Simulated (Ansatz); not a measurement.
**C₄H₁₀O₂Si: small, medium and large basis sets**

An exercise on one series of results from a longer session: the logs are not shown, and one member is left open.

Method: one geometry, several basis sets; program: Ansatz 0.2.0, Gaussian basis.

Plan: PBE0-D4/def2-SVP; ωB97M-V/def2-SVP; PBE0-D4/def2-QZVPP; ωB97M-V/def2-QZVPP; the functionals' def2-TZVPP values are taken from earlier runs.

## Structure used throughout

All runs share one geometry, relaxed beforehand with PBE0-D4 in a triple-zeta def2 set.

SMILES `CC(C)(C)O[Si]O`, 17 atoms, charge 0, spin multiplicity 1.

Atoms are counted from 1 here; the program's logs count them from 0.

Bond lengths: C1–C2 1.522 Å, C1–H8 1.092 Å, C1–H9 1.093 Å, C1–H10 1.093 Å, C2–C3 1.520 Å, C2–C4 1.521 Å, C2–O5 1.429 Å, C3–H11 1.092 Å, C3–H12 1.092 Å, C3–H13 1.092 Å, C4–H14 1.092 Å, C4–H15 1.092 Å, C4–H16 1.092 Å, O5–Si6 1.653 Å, Si6–O7 1.648 Å, O7–H17 0.964 Å. Angles: C2–C1–H8 109.9°, C2–C1–H9 111.2°, C2–C1–H10 111.2°, H8–C1–H9 108.2°, H8–C1–H10 108.2°, H9–C1–H10 108.1°, C1–C2–C3 110.4°, C1–C2–C4 110.4°, C1–C2–O5 111.6°, C3–C2–C4 110.7°, C3–C2–O5 106.8°, C4–C2–O5 106.8°, C2–C3–H11 110.2°, C2–C3–H12 110.7°, C2–C3–H13 110.4°, H11–C3–H12 108.6°, H11–C3–H13 108.4°, H12–C3–H13 108.4° and more.

Geometry (Å):

```mol
C4H10O2Si
  3D, bonds by distance, orders not assigned

 17 16  0  0  0  0  0  0  0  0999 V2000
    1.2330    0.9758    0.3826 C   0  0
    0.1812   -0.1079    0.1954 C   0  0
    0.8192   -1.3806   -0.3386 C   0  0
   -0.5412   -0.3790    1.5056 C   0  0
   -0.8147    0.2835   -0.7516 O   0  0
   -1.0105    1.6610   -1.6447 Si  0  0
   -2.3933    1.2537   -2.4428 O   0  0
    1.9786    0.6484    1.1105 H   0  0
    1.7469    1.1939   -0.5568 H   0  0
    0.7843    1.9028    0.7482 H   0  0
    0.0569   -2.1448   -0.5013 H   0  0
    1.5569   -1.7689    0.3672 H   0  0
    1.3201   -1.1855   -1.2894 H   0  0
   -1.3157   -1.1343    1.3597 H   0  0
    0.1570   -0.7380    2.2650 H   0  0
   -1.0146    0.5332    1.8752 H   0  0
   -2.7632    0.3862   -2.2442 H   0  0
  1  2  8  0
  2  3  8  0
  2  4  8  0
  2  5  8  0
  5  6  8  0
  6  7  8  0
  1  8  8  0
  1  9  8  0
  1 10  8  0
  3 11  8  0
  3 12  8  0
  3 13  8  0
  4 14  8  0
  4 15  8  0
  4 16  8  0
  7 17  8  0
M  END
```

The first run:

Contents of in.yaml:

```yaml
crystal:
  periodic: [false, false, false]
  atoms:
    - {symbol: C, position_ang: [1.232995, 0.975811, 0.382623]}
    - {symbol: C, position_ang: [0.181190, -0.107908, 0.195404]}
    - {symbol: C, position_ang: [0.819236, -1.380561, -0.338600]}
    - {symbol: C, position_ang: [-0.541180, -0.378983, 1.505603]}
    - {symbol: O, position_ang: [-0.814696, 0.283481, -0.751602]}
    - {symbol: Si, position_ang: [-1.010457, 1.661003, -1.644669]}
    - {symbol: O, position_ang: [-2.393277, 1.253673, -2.442760]}
    - {symbol: H, position_ang: [1.978648, 0.648414, 1.110466]}
    - {symbol: H, position_ang: [1.746919, 1.193935, -0.556796]}
    - {symbol: H, position_ang: [0.784320, 1.902760, 0.748224]}
    - {symbol: H, position_ang: [0.056917, -2.144753, -0.501254]}
    - {symbol: H, position_ang: [1.556886, -1.768907, 0.367237]}
    - {symbol: H, position_ang: [1.320079, -1.185458, -1.289359]}
    - {symbol: H, position_ang: [-1.315672, -1.134275, 1.359731]}
    - {symbol: H, position_ang: [0.157036, -0.738036, 2.265021]}
    - {symbol: H, position_ang: [-1.014638, 0.533198, 1.875217]}
    - {symbol: H, position_ang: [-2.763203, 0.386202, -2.244187]}
basis:
  gaussian: {orbitals: def2-SVP}
hamiltonian: {xc: pbe0, dispersion: d4}
output: {orbitals: {seedname: orbitals}}
```

Run with:

```console
ansatz run in.yaml --threads 2 --pin off --events-out ev --progress --plain --max-ram 32768MiB --backend cpu
```

Among the steps run: PBE0-D4 in def2-SVP; ωB97M-V in def2-SVP; PBE0-D4 in def2-QZVPP; ωB97M-V in def2-QZVPP.

One of the session's tables, all rows but one given; the rest of the session is left out.

```
functional       basis  HOMO (eV)
   PBE0-D4    def2-SVP      -6.64
   PBE0-D4  def2-TZVPP      -6.75
   PBE0-D4  def2-QZVPP          ?
   ωB97M-V    def2-SVP      -8.79
   ωB97M-V  def2-TZVPP      -8.93
   ωB97M-V  def2-QZVPP      -8.97
```

**Question.** Estimate the row for PBE0-D4, def2-QZVPP.

**Answer.** HOMO (eV): -6.79. In the column «HOMO (eV)» it lies between ωB97M-V, def2-SVP (-8.79) and PBE0-D4, def2-TZVPP (-6.75).
